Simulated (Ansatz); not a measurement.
# C₂H₅ClOSn: a ladder of functionals and wavefunction methods

The task here is to estimate one member of a computed series from the others.

Computed with Ansatz 0.2.0, Gaussian basis. Level: functionals in def2-TZVPP, the program's frozen cores in correlated methods.

The runs, in order: LDA (SPW92), PBE-D4, revPBE-D4, BLYP-D4, r2SCAN-D4, B97M-V, PBE0-D4, B3LYP-D4, r2SCANh-D4, r2SCAN0-D4, HSE06-D4, BHLYP-D4, CAM-B3LYP-D4, LC-ωPBE, ωB97X-V, ωB97M-V, B2PLYP, PBE-QIDH; CCSD(T)/def2-SVP; CCSD(T)/def2-TZVPP; MP2/def2-QZVPP; extrapolation to the limit; RPA on PBE.

## Structure used throughout

All runs share one geometry, relaxed beforehand with PBE0-D4 in a triple-zeta def2 set. Sn takes the def2 core potential; no spin-orbit term is included.

10 atoms, charge 0, spin multiplicity 1.

Atoms are counted from 1 here; the program's logs count them from 0.

Bond lengths: C1–Sn2 2.189 Å, C1–H6 1.092 Å, C1–H7 1.091 Å, C1–H8 1.094 Å, Sn2–H9 1.778 Å, O3–C4 1.191 Å, C4–Cl5 1.724 Å, C4–H10 1.097 Å. Angles: Sn2–C1–H6 110.3°, Sn2–C1–H7 111.8°, Sn2–C1–H8 108.6°, H6–C1–H7 109.7°, H6–C1–H8 107.8°, H7–C1–H8 108.6°, C1–Sn2–H9 93.4°, O3–C4–Cl5 122.8°, O3–C4–H10 124.8°, Cl5–C4–H10 112.4°.

The first run:

in.yaml reads:

```yaml
crystal:
  periodic: [false, false, false]
  atoms:
    - {symbol: C, position_ang: [-1.349135, -1.101751, 1.116850]}
    - {symbol: Sn, position_ang: [0.595206, -0.123455, 1.347499]}
    - {symbol: O, position_ang: [0.417449, 0.668230, -1.052885]}
    - {symbol: C, position_ang: [1.094795, 1.573115, -1.426811]}
    - {symbol: Cl, position_ang: [1.081949, 2.138566, -3.055320]}
    - {symbol: H, position_ang: [-1.482955, -1.441667, 0.088240]}
    - {symbol: H, position_ang: [-2.170311, -0.440078, 1.394433]}
    - {symbol: H, position_ang: [-1.375056, -1.982492, 1.765863]}
    - {symbol: H, position_ang: [1.482830, -1.480797, 0.618347]}
    - {symbol: H, position_ang: [1.788329, 2.139328, -0.793314]}
basis:
  gaussian: {orbitals: def2-TZVPP}
hamiltonian: {xc: lda}
output: {orbitals: {seedname: orbitals}}
```

Among the steps run: LDA; PBE-D4 (GGA); revPBE-D4 (GGA); BLYP-D4 (GGA); r2SCAN-D4 (meta-GGA); B97M-V (meta-GGA); PBE0-D4 (hybrid); B3LYP-D4 (hybrid); r2SCANh-D4 (hybrid); r2SCAN0-D4 (hybrid); HSE06-D4 (hybrid); BHLYP-D4 (hybrid); CAM-B3LYP-D4 (range-separated); LC-ωPBE (range-separated); ωB97X-V (range-separated); ωB97M-V (range-separated); B2PLYP (double hybrid); PBE-QIDH (double hybrid).

One table of the session follows, with a row left open; its other results are not shown here.

It belongs to the step «Orbital energies across the functionals». 

| functional | HOMO (eV) | LUMO (eV) | gap (eV) |
| --- | --- | --- | --- |
| LDA (SPW92) | -4.96 | -3.75 | 1.20 |
| PBE-D4 | ? | ? | ? |
| revPBE-D4 | -4.73 | -3.41 | 1.32 |
| BLYP-D4 | -4.67 | -3.38 | 1.29 |
| r2SCAN-D4 | -4.99 | -3.35 | 1.64 |
| B97M-V | -4.93 | -3.23 | 1.70 |
| PBE0-D4 | -5.72 | -2.41 | 3.31 |
| B3LYP-D4 | -5.57 | -2.68 | 2.89 |
| r2SCANh-D4 | -5.34 | -2.94 | 2.40 |
| r2SCAN0-D4 | -5.86 | -2.31 | 3.55 |
| HSE06-D4 | -5.33 | -2.80 | 2.53 |
| BHLYP-D4 | -6.55 | -1.17 | 5.38 |
| CAM-B3LYP-D4 | -6.93 | -1.20 | 5.73 |
| LC-ωPBE | -8.12 | 0.06 | 8.18 |
| ωB97X-V | -7.84 | -0.01 | 7.82 |
| ωB97M-V | -7.76 | -0.08 | 7.68 |

Q: Estimate the row for PBE-D4 from the others.

The run gave: HOMO (eV): -4.79; LUMO (eV): -3.51; gap (eV): 1.29. In the column «HOMO (eV)» it lies between B97M-V (-4.93) and revPBE-D4 (-4.73).
